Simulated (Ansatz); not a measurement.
# AlCl2H3OS: the cost of one run

Method: RKS PBE-D4/6-31G*, in Ansatz 0.2.0.

**1. The structure to begin with**

Bond lengths: Al1–O2 2.130 Å, O2–H3 1.010 Å, Al1–Cl4 2.230 Å, Al1–Cl5 2.230 Å, Al1–S6 2.560 Å, S6–H7 1.400 Å. Angles: Al1–O2–H3 109.5°, O2–Al1–Cl4 120.0°, O2–Al1–Cl5 120.0°, O2–Al1–S6 71.6°, Cl4–Al1–Cl5 120.0°, Cl4–Al1–S6 88.5°, Cl5–Al1–S6 110.0°, Al1–S6–H7 109.5°.

As a file:

```xyz
8

Al    0.0000    0.0000    0.0000
O     0.0000    0.0000    2.1300
H    -0.9095   -0.2814    2.4671
Cl    1.9312    0.0000   -1.1150
Cl   -1.9312    0.0000   -1.1150
S     0.5460    2.3673    0.8072
H     1.5948    2.3150    1.7331
H     0.2837    1.2301    1.9536
```

**2. Pulling towards end A**

Springs on the bonds that form and break draw the guess towards this end; the thresholds are loose.

File input.yaml:

```yaml
crystal:
  periodic: [false, false, false]
  atoms:
    - { symbol: Al, position_ang: [0.0, 0.0, 0.0] }
    - { symbol: O, position_ang: [0.0, 0.0, 2.13] }
    - { symbol: H, position_ang: [-0.9095, -0.2814, 2.4671] }
    - { symbol: Cl, position_ang: [1.9312, 0.0, -1.115] }
    - { symbol: Cl, position_ang: [-1.9312, 0.0, -1.115] }
    - { symbol: S, position_ang: [0.546, 2.3673, 0.8072] }
    - { symbol: H, position_ang: [1.5948, 2.315, 1.7331] }
    - { symbol: H, position_ang: [0.2837, 1.2301, 1.9536] }
basis:
  gaussian: { orbitals: "6-31G*" }
hamiltonian:
  xc: pbe
  dispersion: d4
relax:
  f_tol: 0.15
  max_steps: 25
  restrain:
    - { distance: [0, 5], at: 3.46, k: 30.0 }
    - { distance: [7, 1], at: 2.21, k: 30.0 }
    - { distance: [0, 1], at: 1.78, k: 30.0 }
    - { distance: [7, 5], at: 1.4, k: 30.0 }
```

On the command line:

```
ansatz run input.yaml --threads 2 --pin off --max-ram 3072MiB --backend cpu --events-out ev --progress --plain --runs-dir out
```

**Question.** How long does this run take on 2 threads of Arm Neoverse V2, shared host, and how much memory does it need?

About 21 s, with a peak of 0.15 GiB.
